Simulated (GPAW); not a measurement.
The system is SiF.

```
CELL_PARAMETERS angstrom
3.02860 0.00000 0.00000
0.00000 3.02860 0.00000
0.00000 0.00000 3.02860
ATOMIC_POSITIONS crystal
Si 0.50000 0.50000 0.50000
F 0.00000 0.00000 0.00000
```

The cell was built by a generator and needn't be a form met in nature.

Base run:

| Item | Value |
| --- | --- |
| Program | GPAW 26.7.0 |
| Functional | PBEsol |
| Potentials or basis | PAW data sets generated in the run's folder for this functional |
| Cutoff | 800 eV |
| Basis | pw |
| k mesh | 9 × 9 × 9 |
| Occupations | fermi-dirac, width 0.05 eV |
| Spin | no spin polarisation |

Its results: pressure -4.6 GPa.

After a change of settings the same cell gave: pressure -2.3 GPa. Which change was it?
A. functional from PBEsol to RPBE; potentials or basis from PAW data sets generated in the run's folder for this functional to the program's PAW data sets (release 1.2.1) made for this functional
B. functional from PBEsol to PW91
C. functional from PBEsol to PBE; potentials or basis from PAW data sets generated in the run's folder for this functional to GPAW PAW data sets (gpaw-data 1.2.1)
D. functional from PBEsol to SCAN; potentials or basis from PAW data sets generated in the run's folder for this functional to GPAW PAW data sets (gpaw-data 1.2.1)

D.

Caveats: an odd number of electrons without spin polarisation forces a metal; a magnetic or distorted state may lie lower; the PAW data sets were made with another functional, which shifts forces and pressure a little (some runs).
